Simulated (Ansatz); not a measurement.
# FeSi (P2_13): equation of state

One table from this session's results is given with a row withheld; the runs are named, their logs left out.

The COD entry's cell or inner coordinates are ideal or old and differ from later refinements, so a difference from it is no clean test against experiment.

Computed with Ansatz 0.2.0 (DFT PBE, scalar-relativistic, plane waves, PAW, unless a step's input says otherwise).

Spin polarisation is switched off on purpose; where the compound carries moments, volume, stiffness and gap are then not the real material's.

## The structure to begin with

The structure is cubic, space group P2_13 (No. 198). The conventional cell has a = 4.448 Å, b = 4.448 Å, c = 4.448 Å, α = 90.00°, β = 90.00°, γ = 90.00°. Fe (site symmetry 3) has 7 Si at 2.27 to 2.50 Å as nearest neighbours. Si (site symmetry 3) has 7 Fe at 2.27 to 2.50 Å as nearest neighbours.

As a file:

```
Fe Si
1.0
     4.44805    0.00000    0.00000
     0.00000    4.44805    0.00000
     0.00000    0.00000    4.44805
Fe Si
4 4
Direct
  0.13600 0.13600 0.13600
  0.36400 0.86400 0.63600
  0.63600 0.36400 0.86400
  0.86400 0.63600 0.36400
  0.84073 0.84073 0.84073
  0.65927 0.15927 0.34073
  0.34073 0.65927 0.15927
  0.15927 0.34073 0.65927
```

This cell comes from an earlier session at PBE: 11.001 Å³/atom at -0.02 GPa, on a 8×8×8 mesh.

Volume factors to run: 0.980, 1.020, 0.960, 1.040.

The first run:

input.yaml reads:

```yaml
crystal:
  lattice:
    - [4.4181966319, 0.0, 0.0]
    - [0.0, 4.4181966319, 0.0]
    - [0.0, 0.0, 4.4181966319]
  atoms:
    - { symbol: Fe, position: [0.1360013812, 0.1360013812, 0.1360013812] }
    - { symbol: Fe, position: [0.3639986188, 0.8639986188, 0.6360013812] }
    - { symbol: Fe, position: [0.6360013812, 0.3639986188, 0.8639986188] }
    - { symbol: Fe, position: [0.8639986188, 0.6360013812, 0.3639986188] }
    - { symbol: Si, position: [0.8407293038, 0.8407293038, 0.8407293038] }
    - { symbol: Si, position: [0.6592706962, 0.1592706962, 0.3407293038] }
    - { symbol: Si, position: [0.3407293038, 0.6592706962, 0.1592706962] }
    - { symbol: Si, position: [0.1592706962, 0.3407293038, 0.6592706962] }
basis:
  ecutwfc: 420
  ecutrho_ratio: 4
kpoints:
  mp_grid: { grid: [8, 8, 8] }
hamiltonian:
  xc: pbe
scf:
  occupations: { method: gaussian, width: 0.05 }
output:
  forces: true
  stress: true
  eigenvalues: true
relax:
  f_tol: 0.01
  max_steps: 40
```

Run with:

```console
$ ansatz run input.yaml --threads 2 --pin off --max-ram 5120MiB --backend cpu --events-out ev --progress --plain --runs-dir out
```

Among the steps run: At 0.980 of the relaxed volume; At 1.020 of the relaxed volume; At 0.960 of the relaxed volume; Scaling the volume by 1.040.

One table of the session follows, with a row left open; its other results are not shown here.

It belongs to the step «The fit». 

```
volume (Å³/atom)  energy (meV/atom)  pressure (GPa)
          10.561              12.89            9.79
          10.781               3.08            4.60
          11.001               0.00           -0.02
          11.221                  ?               ?
          11.441              11.13           -7.78
```

Q: Estimate the row for volume (Å³/atom) = 11.221 from the others.

Worked estimate for «energy (meV/atom)». A straight line through the neighbours (11.001, 0.00) and (11.441, 11.13) gives 0.00 + (11.13 − 0.00) × (11.221 − 11.001) / (11.441 − 11.001) = 5.57; a parabola fitted to 3 rows on both sides gives 2.68.

The run gave: energy (meV/atom): 2.91; pressure (GPa): -4.13. In «energy (meV/atom)» the line misses by +2.66 and the parabola by -0.23.

Limits of these values: Warnings in the runs' records: stress scf threshold loose.
